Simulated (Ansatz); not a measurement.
# NbP: the cost of one run

Method: DFT PBE, scalar-relativistic, plane waves, PAW, in Ansatz 0.2.0.

1 further run of the same task is left out (set aside as unsound or not needed).

### 1 The starting structure

It takes space group I4_1md (No. 109, tetragonal). Conventional cell: a = 3.350 Å, b = 3.350 Å, c = 11.480 Å, α = 90.00°, β = 90.00°, γ = 90.00°. Around Nb (site symmetry 2mm) lie 6 P at 2.55 Å. Around P (site symmetry 2mm) lie 6 Nb at 2.55 Å.

Structure file:

```
CELL_PARAMETERS angstrom
-1.67492 1.67492 5.74011
1.67492 -1.67492 5.74011
1.67492 1.67492 -5.74011
ATOMIC_POSITIONS crystal
Nb 0.74988 0.74988 0.00000
Nb 0.49988 0.99988 0.50000
P 0.33275 0.33275 0.00000
P 0.08275 0.58275 0.50000
```

The structure comes from the Materials Project (structure only).

(A quick probe on a coarse mesh, which set the mesh and smearing, is not shown.)

### 3 Relaxing cell and atoms

input.yaml reads:

```yaml
crystal:
  lattice:
    - [-1.6749232544, 1.6749232544, 5.7401081759]
    - [1.6749232544, -1.6749232544, 5.7401081759]
    - [1.6749232544, 1.6749232544, -5.7401081759]
  atoms:
    - { symbol: Nb, position: [0.7498808, 0.7498808, 0.0] }
    - { symbol: Nb, position: [0.4998808, 0.9998808, 0.5] }
    - { symbol: P, position: [0.33274777, 0.33274777, 0.0] }
    - { symbol: P, position: [0.08274778, 0.58274778, 0.5] }
basis:
  ecutwfc: 420
kpoints:
  mp_grid: { grid: [8, 8, 8] }
hamiltonian:
  xc: pbe
scf:
  occupations: { method: gaussian, width: 0.1 }
output:
  forces: true
  stress: true
  eigenvalues: true
  write_density: true
  write_potential: true
  elf: true
  volumetric_format: npy
relax:
  adjacent_minimum: "off"
  f_tol: 0.005
  max_steps: 80
  cell: { stress_tol: 0.05 }
```

The run is started by

```
ansatz run input.yaml --threads 1 --pin off --max-ram 2560MiB --backend cpu --events-out ev --progress --plain --runs-dir out
```

**Question.** How long does this run take on 1 thread of AMD EPYC (Zen 3), shared host, and how much memory does it need?

About 91 s, with a peak of 0.43 GiB.
